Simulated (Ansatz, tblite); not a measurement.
# C34H16F6: one state, many levels

How do method and basis change the picture of C34H16F6 (singlet)?

Program: Ansatz 0.2.0, Gaussian basis. Level of theory: as each input shows. These are calculated values, not measurements.

Levels to be run: GFN1-xTB, GFN2-xTB, PBE-D4/def2-SVP, r2SCAN-D4/def2-SVP.

1 further run of the same task is left out (set aside as unsound or not needed).

## 1. The geometry

The geometry is that of the singlet, from an earlier relaxation (PBE-D4/def2-SVP).

SMILES `FC(F)(F)C#Cc1ccc(C#Cc2ccc(C#Cc3ccc(C#Cc4ccc(C(F)(F)F)cc4)cc3)cc2)cc1`, 56 atoms, charge 0, spin multiplicity 1.

Bond lengths: F1–C2 1.355 Å, C2–F3 1.354 Å, C2–F4 1.354 Å, C2–C5 1.464 Å, C5–C6 1.226 Å, C6–C7 1.423 Å, C7–C8 1.419 Å, C7–C40 1.419 Å, C8–C9 1.393 Å, C8–H41 1.100 Å, C9–C10 1.421 Å, C9–H42 1.099 Å, C10–C11 1.419 Å, C10–C39 1.421 Å, C11–C12 1.234 Å, C12–C13 1.419 Å, C13–C14 1.421 Å, C13–C38 1.422 Å and more. Angles: F1–C2–F3 107.5°, F1–C2–F4 107.4°, F1–C2–C5 111.5°, F3–C2–F4 107.6°, F3–C2–C5 111.3°, F4–C2–C5 111.4°, C2–C5–C6 179.7°, C5–C6–C7 179.9°, C6–C7–C8 120.5°, C6–C7–C40 120.6°, C8–C7–C40 118.9°, C7–C8–C9 120.5°, C7–C8–H41 119.2°, C9–C8–H41 120.2°, C8–C9–C10 120.8°, C8–C9–H42 120.2°, C10–C9–H42 119.1°, C9–C10–C11 120.7° and more.

PBE0-D4/def2-SVP was run before; its log isn't repeated, and its numbers join the tables.

## 2. GFN1-xTB

Tight binding, by tblite at 300 K electronic temperature and without a spin-polarisation term:

```python
tblite.interface.Calculator('GFN1-xTB', numbers, positions, charge=0, uhf=0).singlepoint()
```

Energy -3023.5497 eV, HOMO -11.23 eV, LUMO -9.17 eV; 0.21 s.

## 3. GFN2-xTB

Tight binding, by tblite at 300 K electronic temperature and without a spin-polarisation term:

```python
tblite.interface.Calculator('GFN2-xTB', numbers, positions, charge=0, uhf=0).singlepoint()
```

Energy -2969.1629 eV, HOMO -10.31 eV, LUMO -8.26 eV; 0.2 s.

## 4. PBE-D4/def2-SVP

start.molden holds the orbitals of an earlier run on this state, given as this run's starting guess.

Input file in.yaml:

```yaml
crystal:
  periodic: [false, false, false]
  atoms:
    - {symbol: F, position_ang: [15.709229, 0.095063, -1.412715]}
    - {symbol: C, position_ang: [15.226412, -0.269828, -0.200730]}
    - {symbol: F, position_ang: [15.702463, -1.507543, 0.070843]}
    - {symbol: F, position_ang: [15.747865, 0.579892, 0.715479]}
    - {symbol: C, position_ang: [13.762817, -0.246400, -0.177549]}
    - {symbol: C, position_ang: [12.536732, -0.222960, -0.164271]}
    - {symbol: C, position_ang: [11.113667, -0.197835, -0.146223]}
    - {symbol: C, position_ang: [10.369490, -1.400021, -0.267393]}
    - {symbol: C, position_ang: [8.976808, -1.375152, -0.249909]}
    - {symbol: C, position_ang: [8.273293, -0.147940, -0.109988]}
    - {symbol: C, position_ang: [6.854230, -0.123123, -0.091683]}
    - {symbol: C, position_ang: [5.620736, -0.101564, -0.075637]}
    - {symbol: C, position_ang: [4.201918, -0.076899, -0.057024]}
    - {symbol: C, position_ang: [3.451033, -1.271136, -0.231807]}
    - {symbol: C, position_ang: [2.059112, -1.246649, -0.214269]}
    - {symbol: C, position_ang: [1.354859, -0.027102, -0.019249]}
    - {symbol: C, position_ang: [-0.063647, -0.002200, -0.000190]}
    - {symbol: C, position_ang: [-1.297390, 0.019419, 0.016665]}
    - {symbol: C, position_ang: [-2.716052, 0.044149, 0.036321]}
    - {symbol: C, position_ang: [-3.419364, 1.249759, 0.306147]}
    - {symbol: C, position_ang: [-4.811388, 1.273579, 0.326923]}
    - {symbol: C, position_ang: [-5.563011, 0.093551, 0.076693]}
    - {symbol: C, position_ang: [-6.982533, 0.118202, 0.097341]}
    - {symbol: C, position_ang: [-8.215384, 0.139898, 0.115573]}
    - {symbol: C, position_ang: [-9.636649, 0.165907, 0.136746]}
    - {symbol: C, position_ang: [-10.388121, -0.991256, -0.196497]}
    - {symbol: C, position_ang: [-11.784397, -0.961986, -0.175049]}
    - {symbol: C, position_ang: [-12.461080, 0.218017, 0.180462]}
    - {symbol: C, position_ang: [-13.968891, 0.273249, 0.154237]}
    - {symbol: F, position_ang: [-14.423535, 0.819858, -1.002968]}
    - {symbol: F, position_ang: [-14.457602, 1.032143, 1.165931]}
    - {symbol: F, position_ang: [-14.523454, -0.957824, 0.258406]}
    - {symbol: C, position_ang: [-11.729510, 1.371873, 0.518638]}
    - {symbol: C, position_ang: [-10.334269, 1.349709, 0.496604]}
    - {symbol: C, position_ang: [-4.860186, -1.111668, -0.194364]}
    - {symbol: C, position_ang: [-3.468155, -1.136172, -0.213044]}
    - {symbol: C, position_ang: [2.106281, 1.167101, 0.156294]}
    - {symbol: C, position_ang: [3.498110, 1.142912, 0.136926]}
    - {symbol: C, position_ang: [9.022792, 1.053707, 0.011287]}
    - {symbol: C, position_ang: [10.415508, 1.029673, -0.006791]}
    - {symbol: H, position_ang: [10.904871, -2.354368, -0.375308]}
    - {symbol: H, position_ang: [8.406285, -2.310280, -0.344051]}
    - {symbol: H, position_ang: [3.985365, -2.220182, -0.382482]}
    - {symbol: H, position_ang: [1.488072, -2.176200, -0.350949]}
    - {symbol: H, position_ang: [-2.847802, 2.168684, 0.500401]}
    - {symbol: H, position_ang: [-5.345076, 2.211487, 0.537618]}
    - {symbol: H, position_ang: [-9.857225, -1.913911, -0.470961]}
    - {symbol: H, position_ang: [-12.360000, -1.863337, -0.429254]}
    - {symbol: H, position_ang: [-12.261818, 2.289848, 0.807395]}
    - {symbol: H, position_ang: [-9.760718, 2.249092, 0.762299]}
    - {symbol: H, position_ang: [-5.431866, -2.030392, -0.389344]}
    - {symbol: H, position_ang: [-2.934439, -2.074234, -0.422899]}
    - {symbol: H, position_ang: [1.571781, 2.115915, 0.307587]}
    - {symbol: H, position_ang: [4.069157, 2.072597, 0.272909]}
    - {symbol: H, position_ang: [8.488072, 2.008254, 0.119597]}
    - {symbol: H, position_ang: [10.986574, 1.964606, 0.087264]}
basis:
  gaussian: {orbitals: def2-SVP, fitting: {mean_field: def2-universal-jkfit}, initial_orbitals: start.molden}
hamiltonian: {xc: pbe, dispersion: d4}
scf: {omitted_lower_state_checks: [starts]}
output: {forces: true, orbitals: {seedname: orbitals}}
```

Run with:

```sh
$ ansatz run in.yaml --threads 2 --pin off --events-out ev --progress --plain --max-ram 32768MiB --backend cuda --devices 0, --max-vram 18GiB
```

Further steps of the session: r2SCAN-D4/def2-SVP.

**Question.** What will the summary of the whole plan be? Wanted: gap in def2-SVP, named functionals, smallest and largest; binding an atom, functionals in def2-SVP.

As calculated:

```
                                                quantity                                 value
gap in def2-SVP, named functionals, smallest and largest   2.00 eV (PBE-D4), 3.36 eV (PBE0-D4)
                binding an atom, functionals in def2-SVP  5.54 (r2SCAN-D4) to 5.77 eV (PBE-D4)
```

**Reading.** Orbital gaps of the named functionals in def2-SVP span 2.00 eV (PBE-D4) to 3.36 eV (PBE0-D4); exact exchange widens it.
